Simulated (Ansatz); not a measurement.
## BiSb, space group R3m: a surface slab

Run with Ansatz 0.2.0, Python API.

The script, `slab.py`:
```python
"""Slab calculation for BiSb."""

import ansatz as az
from ase import Atoms
from ase.build import surface
import numpy as np

atoms = Atoms(
    ["Sb", "Bi"],
    scaled_positions=[
        [0.76803, 0.76803, 0.76803],
        [0.23197, 0.23197, 0.23197],
    ],
    cell=[
        [2.2263, 1.28535, 3.97515],
        [-2.2263, 1.28535, 3.97515],
        [0.0, -2.5707, 3.97515],
    ],
    pbc=True,
)
# the plane is named in the basis of this cell
slab = surface(atoms, (1, 1, 0), 2, vacuum=6.0)
slab.pbc = True

print(slab.get_chemical_formula(), "area {:.3f} A^2, cell height {:.2f} A".format(np.linalg.norm(np.cross(slab.cell[0], slab.cell[1])), slab.cell[2, 2]))


def common(structure):
    return (
        az.Crystal.from_ase(structure).calculation()
        .eigensolver("davidson", full_accuracy=True)
        .functional("pbesol")
        .occupations("gaussian", width=0.1)
        .basis(470, xc_grid=1)
        .scf(tolerance=1e-08, max_iterations=60, extra_bands=6)
    )


base = (
    common(slab)
    .kpoints(3, 3, 1)
    .electric_field(axis=3, dipole_correction=True)
    .potential()
    .forces()
)
outcome = base.run(threads=1)
summary = outcome.report

print(f"slab free energy {summary['free_energy_ev']:.4f} eV, Fermi level {summary['fermi_energy_ev']:.3f} eV")
face = summary["work_function"]
print("work function (eV), upper and lower face:", *(round(face[k], 3) for k in ("phi_plus_ev", "phi_minus_ev") if face.get(k) is not None))
print(f"dipole {face['dipole_moment_e_ang']:+.4f} e A")

# surface energy from the bulk energy at the same settings
bulk = common(atoms).kpoints(6, 6, 6).run(threads=1).report
excess = summary["free_energy_ev"] - bulk["free_energy_ev"] * len(slab) / len(atoms)
area = np.linalg.norm(np.cross(slab.cell[0], slab.cell[1]))
print(f"mean surface energy {excess / (2 * area) * 16.02177:.3f} J/m^2 ({1000 * excess / (2 * area):.1f} meV/A^2)")

print("z (A) and force along z (eV/A)")
for site, force in sorted(zip(outcome.lattice.sites, summary["forces_ev_ang"]), key=lambda pair: pair[0].position_ang[2]):
    print(f"{site.symbol:3s} {site.position_ang[2]:8.3f} {force[2]:9.4f}")
```

`python slab.py` gives:
```text
Bi2Sb2 area 21.078 A^2, cell height 15.47 A
RunWarning: efield: at this solve's end the planar-averaged density reaches 2.19e-5 e/Å³ inside the ramp window [0.8854, 0.1146] (bound 1e-5 e/Å³); the window's nearer edge stands 4.23 Å from this solve's nearest atom along the axis. Its work functions, free energy, forces, stress, dipole, levels and responses can be off, and this figure does not tell by how much. A short vacuum, a low `basis.ecutwfc` or `basis.ecutrho_ratio` and negative occupations (`scf.occupations.method`) can put density there. See the manual's quickstart, § The vacuum guard
RunWarning: The output density's exchange-correlation potential varies sharply where the density is thin. Do not read a vacuum level from v_tot or v_xc, or from such a field of the output density. On a cell that repeats whose density bears no net charge and no dipole along the vacuum's axis use v_es (v_loc + v_h of the components); under efield.dipole_correction with no amplitude use v_es + v_field, which holds any external_charges[].barrier, or the levels of the report's work_function block, [...]
slab free energy -37299.2212 eV, Fermi level 1.281 eV
work function (eV), upper and lower face: 4.254 4.093
dipole -0.0188 e A
mean surface energy 0.369 J/m^2 (23.0 meV/A^2)
z (A) and force along z (eV/A)
Bi     6.000    0.9509
Sb     6.234    0.1783
Bi     9.238   -0.2705
Sb     9.471   -0.8586
```
(Warnings from the package without file and line, shortened.)

Caveats:
- The settings weren't tested for convergence.
- The density doesn't vanish in the vacuum (a short gap or a low cutoff), which blurs the vacuum level.
- The zero of the levels is a convention of the potentials, so an absolute Fermi energy is no work function.
- Spin-orbit coupling, which matters for elements this heavy, is left out.
- In a slab with a gap the Fermi level, and so this work function, hangs on the smearing.
- This cell is a computed structure, which may not be the phase found in nature.
- The slab is thin and cut from the structure as given; a cut can leave two unlike or polar faces, and the surface energy is then their mean. Miller indices refer to the vectors of the cell as typed, and the lattice isn't relaxed for this functional, so relaxation and surface energy can hold strain.
- Hardware and time: 30 s on 1 thread of Arm Neoverse V1, on a shared host, peak memory 0.57 GiB.

(Lines on the test bed's own set-up are left out of the output.)
